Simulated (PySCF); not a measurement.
# BeS: the SCF solver's settings

Do solver options change the result for BeS, or only the number of cycles?

Computed with PySCF 2.14.0. Level: method and basis as typed in the scripts.

1 further run of the same task is left out (it didn't finish).

## 1. Starting geometry

BeS: 2 atoms, charge 0, spin multiplicity 1.

Bond lengths: Be1–S2 1.809 Å.

## 2. The run that the others are compared with

input.py

```python
from pyscf import gto, scf, mp

mol = gto.M(
    atom='Be 0 0 0; S 0 0 1.809',
    basis='def2-svp',
    charge=0,
    spin=0,
    verbose=4,
)
mf = scf.RHF(mol)
mf.kernel()
mp.MP2(mf, frozen=5).kernel()
mf.dip_moment()
print('orbital energies (hartree):', mf.mo_energy[..., max(0, mol.nelec[1]-3):mol.nelec[0]+3].round(4))
```

The run is started by

```console
> OMP_NUM_THREADS=1 python input.py
```

The log of this run is left out.

It gives: E(SCF) = -411.975086 Eh, 9 cycles, E(MP2) − E(SCF) = -0.15649 Eh, μ = 6.31 D (of the SCF density).

The bond length is a typed value, not an optimised one.

## 3. Second-order solver on

Run 1 changes second-order solver: off → on.

input.py

```python
from pyscf import gto, scf, mp

mol = gto.M(
    atom='Be 0 0 0; S 0 0 1.809',
    basis='def2-svp',
    charge=0,
    spin=0,
    verbose=4,
)
mf = scf.RHF(mol)
mf = mf.newton()
mf.kernel()
mp.MP2(mf, frozen=5).kernel()
mf.dip_moment()
print('orbital energies (hartree):', mf.mo_energy[..., max(0, mol.nelec[1]-3):mol.nelec[0]+3].round(4))
```

The run is started by

```console
> OMP_NUM_THREADS=1 python input.py
```

## 4. Smearing width 0.05 hartree

Run 2 changes smearing width: none → 0.05 hartree; step after the SCF: mp2 → none.

input.py, as its differences from that of step 2:

```diff
@@ -1,2 +1,2 @@
-from pyscf import gto, scf, mp
+from pyscf import gto, scf
 
@@ -10,4 +10,4 @@
 mf = scf.RHF(mol)
+mf = scf.addons.smearing_(mf, sigma=0.05, method='fermi')
 mf.kernel()
-mp.MP2(mf, frozen=5).kernel()
 mf.dip_moment()
```

## 5. Smearing width 0.001 hartree

Run 3 changes smearing width: none → 0.001 hartree; step after the SCF: mp2 → none.

input.py, as its differences from that of step 2:

```diff
@@ -1,2 +1,2 @@
-from pyscf import gto, scf, mp
+from pyscf import gto, scf
 
@@ -10,4 +10,4 @@
 mf = scf.RHF(mol)
+mf = scf.addons.smearing_(mf, sigma=0.001, method='fermi')
 mf.kernel()
-mp.MP2(mf, frozen=5).kernel()
 mf.dip_moment()
```

## 6. Point-group symmetry on

Run 4 changes point-group symmetry: off → on.

input.py, as its differences from that of step 2:

```diff
@@ -7,2 +7,3 @@
     spin=0,
+    symmetry=True,
     verbose=4,
```

## 7. Smearing width 0.005 hartree

Run 5 changes smearing width: none → 0.005 hartree; step after the SCF: mp2 → none.

input.py, as its differences from that of step 2:

```diff
@@ -1,2 +1,2 @@
-from pyscf import gto, scf, mp
+from pyscf import gto, scf
 
@@ -10,4 +10,4 @@
 mf = scf.RHF(mol)
+mf = scf.addons.smearing_(mf, sigma=0.005, method='fermi')
 mf.kernel()
-mp.MP2(mf, frozen=5).kernel()
 mf.dip_moment()
```

## 8. DIIS space 12

Run 6 changes DIIS space: default → 12.

input.py, as its differences from that of step 2:

```diff
@@ -10,2 +10,3 @@
 mf = scf.RHF(mol)
+mf.diis_space = 12
 mf.kernel()
```

What does the calculation give? Wanted: for each run, E(SCF); from base; gap; SCF dipole; after the SCF.

**Answer**, as computed:

| run | E(SCF) (hartree) | from base (eV) | cycles | gap (eV) | SCF dipole (D) | after the SCF |
| --- | --- | --- | --- | --- | --- | --- |
| base | -411.975086 | 0 | 9 | 7.38 | 6.31 | MP2 correlation -4.258 eV, core frozen |
| second-order solver on | -411.975086 | 0.0000 | 5 macro | 7.38 | 6.31 | MP2 correlation -4.258 eV, core frozen |
| smearing width 0.05 hartree | -411.910398 | +1.7602 | 14 | n/a | 5.02 | n/a |
| smearing width 0.001 hartree | -411.975086 | 0.0000 | 9 | n/a | 6.31 | n/a |
| point-group symmetry on | -411.975086 | 0.0000 | 9 | 7.38 | 6.31 | MP2 correlation -4.258 eV, core frozen |
| smearing width 0.005 hartree | -411.975086 | 0.0000 | 9 | n/a | 6.31 | n/a |
| DIIS space 12 | -411.975086 | 0.0000 | 9 | 7.38 | 6.31 | MP2 correlation -4.258 eV, core frozen |

Distance from each run's final energy (log10 hartree) by cycle:

| run | cycle 1 | cycle 2 | cycle 3 | cycle 5 | cycle 8 | cycle 12 |
| --- | --- | --- | --- | --- | --- | --- |
| base | -1.1 | -1.5 | -2.4 | -3.7 | -9.1 | done |
| second-order solver on | -1.9 | -3.5 | -8.8 | < -11 | done | done |
| smearing width 0.05 hartree | -1.1 | -1.2 | -2.2 | -3.3 | -4.3 | -7.4 |
| smearing width 0.001 hartree | -1.1 | -1.5 | -2.4 | -3.7 | -9.1 | done |
| point-group symmetry on | -1.1 | -1.5 | -2.4 | -3.7 | -9.1 | done |
| smearing width 0.005 hartree | -1.1 | -1.5 | -2.4 | -3.7 | -9.1 | done |
| DIIS space 12 | -1.1 | -1.5 | -2.4 | -3.7 | -9.1 | done |

What this shows: The SCF energy stays the same, to the digits that matter, with second-order solver on or smearing width 0.001 hartree or point-group symmetry on or smearing width 0.005 hartree or DIIS space 12. With smearing width 0.001 hartree, point-group symmetry on, smearing width 0.005 hartree, DIIS space 12 the path hardly changes: 9 cycles against 9. The cycles with DIIS space 12 repeat those of the base digit for digit, so the setting never acted.
